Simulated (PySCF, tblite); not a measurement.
**C5H8O2Si: geometry, infrared bands and NMR shifts**

Aim: predict the infrared bands and NMR shifts of C5H8O2Si (`Cc1occc1[SiH2]O`).

The runs use tblite 0.8.0 and PySCF 2.14.0, with density-fitted response routines of our own; the level of theory stands in each step. All values are computed, except where a source is named. Atoms are numbered from 0 throughout.

## (1) The molecule as given

16 atoms, charge 0, multiplicity 1; geometry from: force field or distance geometry start.

Bonds of the start (Å): C0–C1 1.48, C1–O2 1.36, O2–C3 1.35, C3–C4 1.38, C4–C5 1.41, C5–Si6 1.86, Si6–O7 1.67, C5–C1 1.38, C0–H8 1.10, C0–H9 1.09, C0–H10 1.09, C3–H11 1.09, C4–H12 1.08, Si6–H13 1.48, Si6–H14 1.47, O7–H15 0.98.

## (2) Optimising the geometry with GFN2-xTB

Job settings and geometry (Å):

```
{"job": {"kind": "relax", "xc": "GFN2-xTB", "basis": "xTB"}, "charge": 0, "multiplicity": 1}
C     -0.148800     2.107400     0.024100
C     -0.654100     0.720400     0.084400
O     -1.933600     0.555400     0.506100
C     -2.208200    -0.765100     0.491500
C     -1.102200    -1.486400     0.105500
C     -0.104600    -0.521900    -0.165400
Si     1.626900    -0.869600    -0.735500
O      2.739800    -0.555700     0.469500
H     -0.931800     2.818200     0.317900
H      0.154100     2.354700    -0.989200
H      0.691900     2.248400     0.695400
H     -3.211300    -1.052400     0.804600
H     -1.048900    -2.560300     0.018600
H      1.974300    -0.044500    -1.912600
H      1.758200    -2.290300    -1.107400
H      2.390700    -0.649300     1.381000
```

On the command line:

```sh
> OMP_NUM_THREADS=1 python probes_run.py task.json out
```

One launch serves the whole session: the jobs run in the order shown.

**Question.** This job is followed by: GFN2-xTB harmonic vibrations, gas phase; GIAO PBE0/pcSseg-1 NMR shielding, non-relativistic, gas phase. Predict these results of the whole session: strongest single infrared mode (GFN2-xTB); zero-point energy (GFN2-xTB); ¹³C shifts against TMS (PBE0/pcSseg-1); ¹H shifts against TMS (PBE0/pcSseg-1, means over atoms taken as alike); ¹⁷O shifts against H2O (PBE0/pcSseg-1); ²⁹Si shifts against TMS (PBE0/pcSseg-1).

**Answer**, as computed:

```
                                                              quantity                                 value
                             strongest single infrared mode (GFN2-xTB)                  807 cm⁻¹, 392 km/mol
                                          zero-point energy (GFN2-xTB)                         72.7 kcal/mol
                                ¹³C shifts against TMS (PBE0/pcSseg-1)  165.7, 146.4, 120.1, 115.9, 16.6 ppm
¹H shifts against TMS (PBE0/pcSseg-1, means over atoms taken as alike)      7.48, 6.40, 5.51, 2.62, 1.03 ppm
                                ¹⁷O shifts against H2O (PBE0/pcSseg-1)                       323.3, 21.5 ppm
                               ²⁹Si shifts against TMS (PBE0/pcSseg-1)                             -28.0 ppm
```

What this shows: Relaxing lowered the energy by 0.169 eV in 148 steps; the close pair that moved most is Si6–O7, from 1.670 to 1.631 Å. No mode is imaginary among the 42: a minimum at this level. The strongest single mode, at 807 cm⁻¹, moves mainly H15. GFN2-xTB is a fitted tight-binding method: band positions and strengths are rough. Its intensities can rank the bands wrongly. At PBE0/pcSseg-1: Shielding is most anisotropic at O2 (span 348 ppm, paramagnetic term -389 ppm). NICS(1)zz of -25 ppm above the planar ring from C1 marks a diatropic (aromatic) ring current.
